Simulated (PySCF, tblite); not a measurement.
# C7H8S: geometry, infrared bands and NMR shifts

Aim: predict the infrared bands and NMR shifts of C7H8S (`C#C[C@]1(C)CCC1=S`).

Programs: tblite 0.8.0 and PySCF 2.14.0, with density-fitted response routines of our own. Each step states its level of theory. These are calculated values for one molecule in the gas phase, unless marked as measured. Atoms are numbered from 0 throughout.

## 1. The starting structure

16 atoms, charge 0, multiplicity 1; geometry from: force field or distance geometry start.

Bonds of the start (Å): C0–C1 1.22, C1–C2 1.44, C2–C3 1.54, C2–C4 1.59, C4–C5 1.56, C5–C6 1.52, C6–S7 1.63, C6–C2 1.53, C0–H8 1.06, C3–H9 1.10, C3–H10 1.09, C3–H11 1.09, C4–H12 1.10, C4–H13 1.09, C5–H14 1.09, C5–H15 1.10.

## 2. Relaxing the molecule with GFN2-xTB

What the job is given:

```
{"job": {"kind": "relax", "xc": "GFN2-xTB", "basis": "xTB"}, "charge": 0, "multiplicity": 1}
C      2.602400    -1.057400     0.011500
C      1.526800    -0.494800    -0.076400
C      0.254100     0.170300    -0.160500
C      0.378600     1.599900    -0.713400
C     -0.617200     0.081700     1.162000
C     -1.588500    -0.936700     0.491500
C     -0.839200    -0.685400    -0.801300
S     -1.166800    -1.136100    -2.330600
H      3.541500    -1.551200     0.077300
H      0.994900     2.207800    -0.039200
H      0.836200     1.597600    -1.701400
H     -0.601100     2.079400    -0.788200
H     -1.112000     1.022000     1.454300
H     -0.092200    -0.305700     2.035400
H     -2.636500    -0.624000     0.488500
H     -1.488500    -1.958500     0.879200
```

Command:

```bash
OMP_NUM_THREADS=1 python probes_run.py task.json out
```

This one command runs all jobs of the session in turn.

**Question.** This job is followed by: GFN2-xTB harmonic vibrations, gas phase; GIAO PBE0/pcSseg-1 NMR shielding, non-relativistic, gas phase. What will the session give for the following? strongest single infrared mode (GFN2-xTB); zero-point energy (GFN2-xTB); 13C shifts against TMS (PBE0/pcSseg-1); 1H shifts against TMS (PBE0/pcSseg-1, means over atoms taken as alike); 33S shifts against CS2 (PBE0/pcSseg-1).

As calculated:

| quantity | value |
| --- | --- |
| strongest single infrared mode (GFN2-xTB) | 1346 cm⁻¹, 115 km/mol |
| zero-point energy (GFN2-xTB) | 77.7 kcal/mol |
| 13C shifts against TMS (PBE0/pcSseg-1) | 287.0, 92.2, 77.9, 54.2, 49.8, 33.7, 29.8 ppm |
| 1H shifts against TMS (PBE0/pcSseg-1, means over atoms taken as alike) | 3.60, 3.24, 2.90, 2.47, 1.79, 1.48 ppm |
| 33S shifts against CS2 (PBE0/pcSseg-1) | 953 ppm |

In words: Relaxing lowered the energy by 0.124 eV in 50 steps; the close pair that moved most is C2–C4, from 1.586 to 1.554 Å. All 42 modes are real, so the xTB geometry is a minimum. The strongest single mode, at 1346 cm⁻¹, moves mainly C6. Unscaled tight-binding wavenumbers are off by several per cent, some by more. Its intensities can rank the bands wrongly. C6 (thiocarbonyl carbon) lies farthest downfield among carbon, at 287.0 ppm; low-lying n→π* states of the double bond to the heteroatom give a large paramagnetic term (-361 ppm). At PBE0/pcSseg-1: Shielding is most anisotropic at S7 (span 2382 ppm, paramagnetic term -1506 ppm).
